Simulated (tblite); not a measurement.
# F20Si40: the cost of one run

Programs: tblite 0.8.0 and PySCF 2.14.0, with routines of our own; each step states its level. All values are computed. Atoms count from 0.

## (1) The starting structure

60 atoms, charge 0, multiplicity 1; geometry from: force field, distance geometry or constructed start.

## (2) Geometry optimisation with GFN2-xTB

Job settings and geometry (Å):

```
{"job": {"kind": "relax", "xc": "GFN2-xTB", "basis": "xTB"}, "charge": 0, "multiplicity": 1}
Si     1.940600    -5.589700    -0.226600
Si    -0.003200    -4.467700     0.218100
Si    -1.930500    -5.590200    -0.224000
Si    -1.936400    -7.818600     0.218800
Si    -0.001000    -8.941800    -0.221600
Si     1.932400    -7.823500     0.222400
Si     3.871500    11.177500    -0.228300
Si     1.939100    12.296000     0.226500
Si     0.002700    11.173700    -0.225400
Si    -0.002800     8.939800     0.226600
Si     1.933600     7.821800    -0.227100
Si     3.868900     8.938600     0.225000
Si    -0.003400     4.471000    -0.220000
Si    -1.933500     5.587300     0.222300
Si    -3.873600     4.475400    -0.224800
Si    -3.873300     2.235800     0.231300
Si    -1.935300     1.119500    -0.224100
Si    -0.001100     2.231800     0.224000
Si    -3.872000    -8.938800    -0.222500
Si    -3.868600   -11.174900     0.227700
Si    -1.938000   -12.289500    -0.223500
Si    -0.000900   -11.174300     0.224800
Si     3.874800     4.474900    -0.218400
Si     1.931500     5.583600     0.223500
Si     1.936200     1.120200    -0.224100
Si     3.865300     2.234300     0.227500
Si     3.872100    -2.232900    -0.225700
Si     1.935100    -1.117000     0.226200
Si     0.000600    -2.234800    -0.227000
Si     3.872500    -4.469900     0.228400
Si    -1.932100    -1.117000     0.223900
Si    -1.937600    12.294600     0.225200
Si    -3.872400    11.175900    -0.226900
Si    -3.869300     8.939300     0.228700
Si    -1.934500     7.824800    -0.228300
Si     3.871900    -8.938400    -0.227900
Si     1.934900   -12.293200    -0.229100
Si     3.872300   -11.173300     0.222400
Si    -3.870300    -2.239100    -0.225100
Si    -3.876200    -4.466900     0.226200
F      5.297600    11.996900     0.110400
F      1.941600    13.934700    -0.102900
F      5.302600     8.118100    -0.110200
F     -5.295100     5.293300     0.104800
F     -5.301400     1.413400    -0.104200
F     -5.299600    -8.115500     0.103200
F     -5.295300   -11.999100    -0.107200
F     -1.936000   -13.937700     0.108900
F      5.299300     5.294200     0.106800
F      5.299600     1.412400    -0.104600
F      5.296800    -1.419000     0.109700
F      5.304300    -5.292500    -0.106900
F     -1.936100    13.939900    -0.106500
F     -5.301100    11.997600     0.103600
F     -5.297000     8.116200    -0.105100
F      5.297200    -8.114100     0.107200
F      1.942300   -13.946000     0.104700
F      5.300400   -11.991600    -0.107300
F     -5.297600    -1.412400     0.110600
F     -5.298600    -5.291800    -0.107600
```

On the command line:

```bash
$ OMP_NUM_THREADS=8 python large_run.py task.json out
```

One launch serves the whole session: the jobs run in the order shown.

**Question.** How long does this first job take on 8 threads of Arm Neoverse V1, shared host, and how much memory does it need?

About 2.5 min, with a peak of 0.19 GiB.
